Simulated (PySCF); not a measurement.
# C2H7ClO2Si: the cost of one run

Computed with PySCF 2.14.0, with density-fitted response routines of our own, on a single molecule in the gas phase. Atoms count from 0, in the outputs and in this text.

## (1) The starting structure

13 atoms, charge 0, multiplicity 1; geometry from: GFN2-xTB. The atoms were then displaced at random by about 0.01 Å, so the start is not that level's minimum.

Bonds of the start (Å): C0–O1 1.38, O1–Si2 1.61, Si2–Cl3 1.98, Si2–O4 1.62, O4–C5 1.40, C0–H6 1.07, C0–H7 1.12, C0–H8 1.12, Si2–H9 1.47, C5–H10 1.09, C5–H11 1.09, C5–H12 1.07.

## (2) Relaxing the molecule at PBE0-D3(BJ)/def2-SVP

The job: settings as JSON, then the geometry in Å.

```
{"job": {"xc": "PBE0", "basis": "def2-SVP", "d3": "d3bj", "grid": 1, "shake": 0.01, "kind": "geom"}, "charge": 0, "multiplicity": 1}
C     -2.265360    -0.627160    -0.340960
O     -0.899600    -0.444710    -0.352170
Si    -0.030290     0.911850    -0.279980
Cl    -0.477490     2.197250    -1.723640
O      1.511690     0.530000    -0.616820
C      2.388460    -0.369500    -0.008350
H     -2.496560    -1.601560    -0.723570
H     -2.750650     0.149880    -0.986140
H     -2.674940    -0.498590     0.690560
H     -0.164110     1.556820     1.038070
H      2.621580    -1.163120    -0.715490
H      1.964310    -0.825000     0.892280
H      3.278800     0.166960     0.254620
```

Command:

```
$ OMP_NUM_THREADS=1 python probes_run.py task.json out
```

This one command runs all jobs of the session in turn.

Q: Estimate the wall time and peak memory of this first job on 1 thread of Arm Neoverse N1, shared host.

About 5.9 min, with a peak of 0.53 GiB.
